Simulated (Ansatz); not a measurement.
# C₃H₇B: small, medium and large basis sets

One table from this session's results is given with a row withheld; the runs are named, their logs left out.

Program: Ansatz 0.2.0, Gaussian basis. Level of theory: one geometry, several basis sets. These are calculated values, not measurements.

Levels to be run: PBE0-D4/def2-SVP; ωB97M-V/def2-SVP; PBE0-D4/def2-QZVPP; ωB97M-V/def2-QZVPP; the functionals' def2-TZVPP values are taken from earlier runs.

**The geometry**

All runs share one geometry, relaxed beforehand with PBE0-D4 in a triple-zeta def2 set.

SMILES `B1CCC1`, 11 atoms, charge 0, spin multiplicity 1.

Atoms are counted from 1 here; the program's logs count them from 0.

Bond lengths: B1–C2 1.546 Å, B1–C4 1.546 Å, B1–H5 1.197 Å, C2–C3 1.578 Å, C2–H6 1.089 Å, C2–H7 1.087 Å, C3–C4 1.578 Å, C3–H8 1.089 Å, C3–H9 1.090 Å, C4–H10 1.087 Å, C4–H11 1.089 Å. Angles: C2–B1–C4 97.0°, C2–B1–H5 125.9°, C4–B1–H5 125.9°, B1–C2–C3 73.5°, B1–C2–H6 118.2°, B1–C2–H7 121.5°, C3–C2–H6 107.2°, C3–C2–H7 118.6°, H6–C2–H7 111.7°, C2–C3–C4 94.4°, C2–C3–H8 113.4°, C2–C3–H9 113.3°, C4–C3–H8 113.4°, C4–C3–H9 113.3°, H8–C3–H9 108.6°, B1–C4–C3 73.5°, B1–C4–H10 121.5°, B1–C4–H11 118.2° and more.

Set-up of the first run:

Contents of in.yaml:

```yaml
crystal:
  periodic: [false, false, false]
  atoms:
    - {symbol: B, position_ang: [-0.133090, 0.556356, -0.936668]}
    - {symbol: C, position_ang: [-0.173024, 1.057890, 0.525332]}
    - {symbol: C, position_ang: [0.460393, -0.386667, 0.565467]}
    - {symbol: C, position_ang: [-0.410791, -0.933634, -0.630982]}
    - {symbol: H, position_ang: [0.581403, 0.973337, -1.801761]}
    - {symbol: H, position_ang: [-1.119888, 1.009522, 1.060113]}
    - {symbol: H, position_ang: [0.430899, 1.900435, 0.853385]}
    - {symbol: H, position_ang: [0.284777, -0.910450, 1.503643]}
    - {symbol: H, position_ang: [1.530902, -0.394460, 0.358760]}
    - {symbol: H, position_ang: [-0.002101, -1.726620, -1.252573]}
    - {symbol: H, position_ang: [-1.383979, -1.202713, -0.224314]}
basis:
  gaussian: {orbitals: def2-SVP}
hamiltonian: {xc: pbe0, dispersion: d4}
output: {orbitals: {seedname: orbitals}}
```

On the command line:

```sh
ansatz run in.yaml --threads 2 --pin off --events-out ev --progress --plain --max-ram 4352MiB
```

Steps of the session up to this table: PBE0-D4 in def2-SVP; ωB97M-V in def2-SVP; PBE0-D4 in def2-QZVPP; ωB97M-V in def2-QZVPP.

One of the session's tables, all rows but one given; the rest of the session is left out.

It belongs to the step «Density functionals: the series». 

```
functional       basis  HOMO (eV)  LUMO (eV)
   PBE0-D4    def2-SVP      -7.75      -0.25
   PBE0-D4  def2-TZVPP      -7.78      -0.38
   PBE0-D4  def2-QZVPP      -7.78      -0.43
   ωB97M-V    def2-SVP          ?          ?
   ωB97M-V  def2-TZVPP     -10.07       1.46
   ωB97M-V  def2-QZVPP     -10.07       1.24
```

**Question.** Estimate the row for ωB97M-V, def2-SVP.

**Answer.** HOMO (eV): -10.03; LUMO (eV): 1.75. In the column «HOMO (eV)» it lies between ωB97M-V, def2-QZVPP (-10.07) and PBE0-D4, def2-TZVPP (-7.78).
